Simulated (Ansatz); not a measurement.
# CH3BF2Si: basis-set convergence

How large a basis does CH3BF2Si need? Two functionals are run in growing sets.

The runs use Ansatz 0.2.0, Gaussian basis; one geometry, several basis sets.

Plan: PBE0-D4/def2-SVP; ωB97M-V/def2-SVP; PBE0-D4/def2-QZVPP; ωB97M-V/def2-QZVPP; the functionals' def2-TZVPP values are taken from earlier runs.

## (1) Structure used throughout

An earlier PBE0-D4 in a triple-zeta def2 set relaxation fixed the geometry.

8 atoms, charge 0, spin multiplicity 1.

Atoms are counted from 1 here; the program's logs count them from 0.

Bond lengths: F1–C2 1.331 Å, C2–B3 1.457 Å, C2–H6 1.090 Å, B3–Si4 1.874 Å, B3–H7 1.191 Å, Si4–F5 1.592 Å, Si4–H8 1.486 Å. Angles: F1–C2–B3 123.7°, F1–C2–H6 109.3°, B3–C2–H6 127.1°, C2–B3–Si4 107.3°, C2–B3–H7 128.8°, Si4–B3–H7 123.9°, B3–Si4–F5 122.8°, B3–Si4–H8 133.0°, F5–Si4–H8 104.2°.

## (2) PBE0-D4 in def2-SVP

Contents of in.yaml:

```yaml
crystal:
  periodic: [false, false, false]
  atoms:
    - {symbol: F, position_ang: [0.393852, 1.647895, 1.967310]}
    - {symbol: C, position_ang: [-0.012980, 0.921741, 0.928570]}
    - {symbol: B, position_ang: [0.760004, -0.172784, 0.355441]}
    - {symbol: Si, position_ang: [-0.235779, -0.871140, -1.070716]}
    - {symbol: F, position_ang: [-1.657802, -0.293338, -1.494683]}
    - {symbol: H, position_ang: [-0.988195, 1.280143, 0.599461]}
    - {symbol: H, position_ang: [1.824431, -0.589813, 0.688251]}
    - {symbol: H, position_ang: [0.008668, -1.979802, -2.029534]}
basis:
  gaussian: {orbitals: def2-SVP}
hamiltonian: {xc: pbe0, dispersion: d4}
output: {orbitals: {seedname: orbitals}}
```

Run with:

```sh
> ansatz run in.yaml --threads 2 --pin off --events-out ev --progress --plain --max-ram 4352MiB
```

The program printed:

```text
Functional definition: PBE0
  name "PBE0"
  cite "Adamo & Barone, J. Chem. Phys. 110, 6158 (1999) doi:10.1063/1.478522"
  cite "Perdew, Burke & Ernzerhof, Phys. Rev. Lett. 77, 3865 (1996) doi:10.1103/PhysRevLett.77.3865"
  parent pbe
  parameter a = 0.25
  parameter kappa = 0.804
  parameter beta = 0.06672455060314922
  exchange = (1 - a)*pbe_x(kappa = kappa, mu = beta*pi^2/3) + a*exact_x
  correlation = pbe_c(beta = beta)
978 factors; their error is unknown
mean field evaluation 1: about -15048.7602 eV, gradient 4.3e1 eV
mean field evaluation 2: about -15036.7221 eV, gradient 7.1e1 eV
mean field evaluation 4: about -15053.7177 eV, gradient 5.7e0 eV
mean field evaluation 8: about -15053.7944 eV, gradient 1.7e-1 eV
mean field evaluation 16: about -15053.8525 eV, gradient 1.1e-4 eV
mean field -15053.85249172 eV, -553.2188752030 hartree, gradient 1.8e-5 eV, S^2 0.000000; 0 other end points of the search recorded, 0 dependent functions left out
reference -15053.85251443 eV, -553.2188760376 hartree; 23, 23 occupied and 66, 66 virtual orbitals, 978 factors
Total energy: -15053.98263247 eV, -553.2236577873 hartree
```

It took 1.2 s on 2 threads of Arm Neoverse V1, shared host.

## (3) ωB97M-V in def2-SVP

Changes to in.yaml since step 2:

```diff
@@ -13,3 +13,3 @@
   gaussian: {orbitals: def2-SVP}
-hamiltonian: {xc: pbe0, dispersion: d4}
+hamiltonian: {xc: {name: wB97M-V}}
 output: {orbitals: {seedname: orbitals}}
```

The command is unchanged.

The program printed, shortened:

```text
Functional definition: wB97M-V
  name "wB97M-V"
  cite "Mardirossian & Head-Gordon, J. Chem. Phys. 144, 214110 (2016) doi:10.1063/1.4952647"
  cite "Becke, J. Chem. Phys. 107, 8554 (1997) doi:10.1063/1.475007"
  cite "Vydrov & Van Voorhis, J. Chem. Phys. 133, 244103 (2010) doi:10.1063/1.3521275"
  # Of w^i u^j: cxij and so on, Table III.
[...]
  gx(w, u) = 1 - cx + cx01*u + cx10*w
  gss(w, u) = css00 + css04*u^4 + css10*w + css20*w^2 + css43*w^4*u^3
  gos(w, u) = cos00 + cos10*w + (cos20 + cos21*u)*w^2 + (cos60 + cos61*u)*w^6
[...]
      + integral(e_c_pw_mod_opposite_spin*gos(b97_w_opposite, b97_u_opposite)) + vv10(b, c)
978 factors; their error is unknown
252 factors; integrals over basis functions are off by at most 8.5e-6 eV
[...]
mean field -15061.65739355 eV, -553.5057000549 hartree, gradient 6.4e-5 eV, S^2 0.000000; 0 other end points of the search recorded, 0 dependent functions left out
reference -15061.65742993 eV, -553.5057013917 hartree; 23, 23 occupied and 66, 66 virtual orbitals, 978 factors
Total energy: -15061.65742993 eV, -553.5057013917 hartree
```

Wall time 5.5 s (2 threads of Arm Neoverse V1, shared host).

## (4) PBE0-D4 in def2-QZVPP

Changes to in.yaml since step 3:

```diff
@@ -12,4 +12,4 @@
 basis:
-  gaussian: {orbitals: def2-SVP}
-hamiltonian: {xc: {name: wB97M-V}}
+  gaussian: {orbitals: "def2-QZVPP.json"}
+hamiltonian: {xc: pbe0, dispersion: d4}
 output: {orbitals: {seedname: orbitals}}
```

The command is unchanged.

The program printed:

```text
Functional definition: PBE0
  name "PBE0"
  cite "Adamo & Barone, J. Chem. Phys. 110, 6158 (1999) doi:10.1063/1.478522"
  cite "Perdew, Burke & Ernzerhof, Phys. Rev. Lett. 77, 3865 (1996) doi:10.1103/PhysRevLett.77.3865"
  parent pbe
  parameter a = 0.25
  parameter kappa = 0.804
  parameter beta = 0.06672455060314922
  exchange = (1 - a)*pbe_x(kappa = kappa, mu = beta*pi^2/3) + a*exact_x
  correlation = pbe_c(beta = beta)
1305 factors; their error is unknown
mean field evaluation 1: about -15059.3192 eV, gradient 5.3e1 eV
mean field evaluation 2: about -15042.1198 eV, gradient 8.7e1 eV
mean field evaluation 4: about -15065.8799 eV, gradient 9.9e0 eV
mean field evaluation 8: about -15066.0994 eV, gradient 7.8e-2 eV
mean field evaluation 16: about -15066.1093 eV, gradient 2.2e-5 eV
mean field -15066.10929970 eV, -553.6693045882 hartree, gradient 2.2e-5 eV, S^2 0.000000; 0 other end points of the search recorded, 0 dependent functions left out
reference -15066.10933657 eV, -553.6693059433 hartree; 23, 23 occupied and 365, 365 virtual orbitals, 1305 factors
Total energy: -15066.23945461 eV, -553.6740876930 hartree
```

Run time: 9 s. Hardware: 2 threads of Arm Neoverse V1, shared host; peak memory 1.1 GiB.

## (5) ωB97M-V in def2-QZVPP

Changes to in.yaml since step 4:

```diff
@@ -13,3 +13,3 @@
   gaussian: {orbitals: "def2-QZVPP.json"}
-hamiltonian: {xc: pbe0, dispersion: d4}
+hamiltonian: {xc: {name: wB97M-V}}
 output: {orbitals: {seedname: orbitals}}
```

The command is unchanged.

The program printed, shortened:

```text
Functional definition: wB97M-V
  name "wB97M-V"
  cite "Mardirossian & Head-Gordon, J. Chem. Phys. 144, 214110 (2016) doi:10.1063/1.4952647"
  cite "Becke, J. Chem. Phys. 107, 8554 (1997) doi:10.1063/1.475007"
  cite "Vydrov & Van Voorhis, J. Chem. Phys. 133, 244103 (2010) doi:10.1063/1.3521275"
  # Of w^i u^j: cxij and so on, Table III.
[...]
  gx(w, u) = 1 - cx + cx01*u + cx10*w
  gss(w, u) = css00 + css04*u^4 + css10*w + css20*w^2 + css43*w^4*u^3
  gos(w, u) = cos00 + cos10*w + (cos20 + cos21*u)*w^2 + (cos60 + cos61*u)*w^6
[...]
      + integral(e_c_pw_mod_opposite_spin*gos(b97_w_opposite, b97_u_opposite)) + vv10(b, c)
1285 factors; their error is unknown
299 factors; integrals over basis functions are off by at most 8.6e-6 eV
[...]
mean field -15074.12685600 eV, -553.9639443478 hartree, gradient 7.3e-5 eV, S^2 0.000000; 0 other end points of the search recorded, 0 dependent functions left out
reference -15074.12691588 eV, -553.9639465486 hartree; 23, 23 occupied and 365, 365 virtual orbitals, 1285 factors
Total energy: -15074.12691588 eV, -553.9639465486 hartree
```

Wall time 24 s (2 threads of Arm Neoverse V1, shared host); peak memory 1.2 GiB.

## (6) Density functionals: the series

The def2-TZVPP values come from earlier runs at the same geometry.

```
functional       basis  functions  energy (eV)  from the largest (eV)  HOMO (eV)  LUMO (eV)
   PBE0-D4    def2-SVP         89  -15053.9826                 12.257      -6.70      -2.68
   PBE0-D4  def2-TZVPP        208  -15065.5807                  0.659      -6.77      -2.77
   PBE0-D4  def2-QZVPP        388  -15066.2395                  0.000      -6.79      -2.81
   ωB97M-V    def2-SVP         89  -15061.6574                 12.469      -8.60      -0.74
   ωB97M-V  def2-TZVPP        208  -15073.5098                  0.617      -8.71      -0.89
   ωB97M-V  def2-QZVPP        388  -15074.1269                  0.000      -8.74      -0.95
```

## (7) Outcome

| quantity | value |
| --- | --- |
| PBE0-D4: double and triple zeta above quadruple | 12.26, 0.66 eV |
| ωB97M-V: double and triple zeta above quadruple | 12.47, 0.62 eV |

What this shows: PBE0-D4 gains 11.60 eV from double to triple zeta, then 0.66 eV more. These are total energies; as a rule much of such shifts cancels in differences, which this series doesn't test.

For PBE0-D4 the largest set took about 7 times as long as the smallest (9 s against 1.2 s).
